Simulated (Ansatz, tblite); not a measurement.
**The cluster Sn₃S₃: removing and adding an electron**

One table from this session's results is given with a row withheld; the runs are named, their logs left out.

The runs use Ansatz 0.2.0, Gaussian basis; as each input shows.

The runs, in order: charge +1 doublet, at the geometry of the singlet (PBE0-D4/def2-TZVP, PBE-D4/def2-TZVP, r2SCAN-D4/def2-TZVP, CCSD(T)/def2-SVP); charge -1 doublet, at the geometry of the singlet (PBE0-D4/def2-TZVPD, PBE-D4/def2-TZVPD, r2SCAN-D4/def2-TZVPD); the starting singlet's energies come from earlier runs.

5 further runs of the same task are left out: 5 set aside as unsound or not needed. Runs told in other sessions of the task aren't counted.

## The structure

The geometry is that of the singlet, from an earlier relaxation (r2SCAN-D4/def2-SVP). At that level it is the lowest of the isomers that a small search found.

6 atoms, charge 0, spin multiplicity 1.

Atoms are counted from 1 here; the program's logs count them from 0.

Bond lengths: Sn1–S4 2.757 Å, Sn1–S5 2.757 Å, Sn1–S6 2.479 Å, Sn2–S4 2.495 Å, Sn2–S5 2.495 Å, Sn3–S4 2.757 Å, Sn3–S5 2.757 Å, Sn3–S6 2.479 Å. Angles: S4–Sn1–S5 76.4°, S4–Sn1–S6 91.0°, S5–Sn1–S6 91.0°, S4–Sn2–S5 86.2°, S4–Sn3–S5 76.4°, S4–Sn3–S6 91.0°, S5–Sn3–S6 91.0°, Sn1–S4–Sn2 87.8°, Sn1–S4–Sn3 71.6°, Sn2–S4–Sn3 87.7°, Sn1–S5–Sn2 87.8°, Sn1–S5–Sn3 71.6°, Sn2–S5–Sn3 87.7°, Sn1–S6–Sn3 81.2°.

Sn takes a core potential in the def2 sets. No spin-orbit coupling is included.

Set-up of the first run:

Input file in.yaml:

```yaml
crystal:
  periodic: [false, false, false]
  atoms:
    - {symbol: Sn, position_ang: [-0.477013, 0.351133, 1.661578]}
    - {symbol: Sn, position_ang: [2.190852, 1.111304, -0.703026]}
    - {symbol: Sn, position_ang: [-0.745860, -0.971467, -1.269317]}
    - {symbol: S, position_ang: [1.494254, -1.047417, 0.336078]}
    - {symbol: S, position_ang: [-0.236810, 1.685397, -0.738904]}
    - {symbol: S, position_ang: [-2.225423, -1.128950, 0.713591]}
basis:
  gaussian: {orbitals: def2-TZVP}
total_charge: 1
magnetization: {spin_polarized: true, initial_magnetization: 1}
hamiltonian: {xc: pbe0, dispersion: d4}
scf: {omitted_lower_state_checks: [starts]}
output: {orbitals: {seedname: orbitals}}
```

Launch:

```console
$ ansatz run in.yaml --threads 4 --pin off --events-out ev --progress --plain --max-ram 4787MiB
```

Among the steps run: Charge +1 doublet at the fixed geometry, PBE0-D4/def2-TZVP; Charge +1 doublet at the fixed geometry, PBE-D4/def2-TZVP; Charge +1 doublet at the fixed geometry, r2SCAN-D4/def2-TZVP; Charge +1 doublet at the fixed geometry, CCSD(T)/def2-SVP.

One table of the session follows, with a row left open; its other results are not shown here.

It belongs to the step «Vertical ionisation energy». 

```
             method  vertical ionisation energy (eV)
        HF/def2-SVP                             7.29
   PBE-D4/def2-TZVP                             7.66
r2SCAN-D4/def2-TZVP                             7.78
  PBE0-D4/def2-TZVP                             7.80
       MP2/def2-SVP                             7.58
      CCSD/def2-SVP                             7.55
   CCSD(T)/def2-SVP                                ?
```

Estimate the missing values for CCSD(T)/def2-SVP.

**Answer.** vertical ionisation energy (eV): 7.50. In the column «vertical ionisation energy (eV)» it lies between HF/def2-SVP (7.29) and CCSD/def2-SVP (7.55).

Caveats from the session: The anion's highest level is positive in at least one run, so there the basis alone may hold the extra electron.
